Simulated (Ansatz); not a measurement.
What does this script print? It uses the Python package of Ansatz (0.2.0).

`run_dfpt.py`
```python
from pathlib import Path
import warnings

import ansatz as az
from ase import Atoms
import numpy as np

warnings.simplefilter('ignore', az.DeckWarning)

atoms = Atoms(
    ['Ir', 'Ir'],
    scaled_positions=[
        (2 / 3, 1 / 3, 0.75),
        (1 / 3, 2 / 3, 0.25),
    ],
    cell=[
        (2.751378, 0.0, 0.0),
        (-1.375689, 2.382763, 0.0),
        (0.0, 0.0, 4.46229),
    ],
    pbc=True,
)
xtal = az.Crystal.from_ase(atoms)

base = (
    xtal.calculation()
    .functional('lda')
    .occupations(az.OccupationsMethod.METHFESSEL_PAXTON, width=0.15)
    .scf(tolerance=1e-10)
    .kpoints(12, 12, 8)
    .phonons('dfpt', points=[(0, 0, 0), (0.5, 0.5, 0.5)])
)
outcome = base.run(threads=1, backend='cpu', runs_dir='runs')
ph = outcome.phonons

for q in ph.qpoints:
    print('q =', np.round(q.q_frac, 3), '1/cm:', ' '.join(f'{w:.1f}' for w in q.omega_inv_cm))
```

```console
$ python run_dfpt.py
q = [0. 0. 0.] 1/cm: -0.0 -0.0 0.0 118.4 118.4 186.3
q = [0.5 0.5 0.5] 1/cm: 112.1 112.1 121.1 121.1 169.2 169.2
```

Notes:
- The cell isn't relaxed first, so the values belong to this volume.
- Spin-orbit coupling, which matters for elements this heavy, is left out.
- This isn't the structure that Ir takes at ambient conditions.
- The structure is taken as given; imaginary modes can come from an unrelaxed or unstable start. Phonons of metals also depend on mesh and smearing.
- The whole script took 76 s on 1 thread of Arm Neoverse V1 (shared host), peak memory 0.9 GiB.
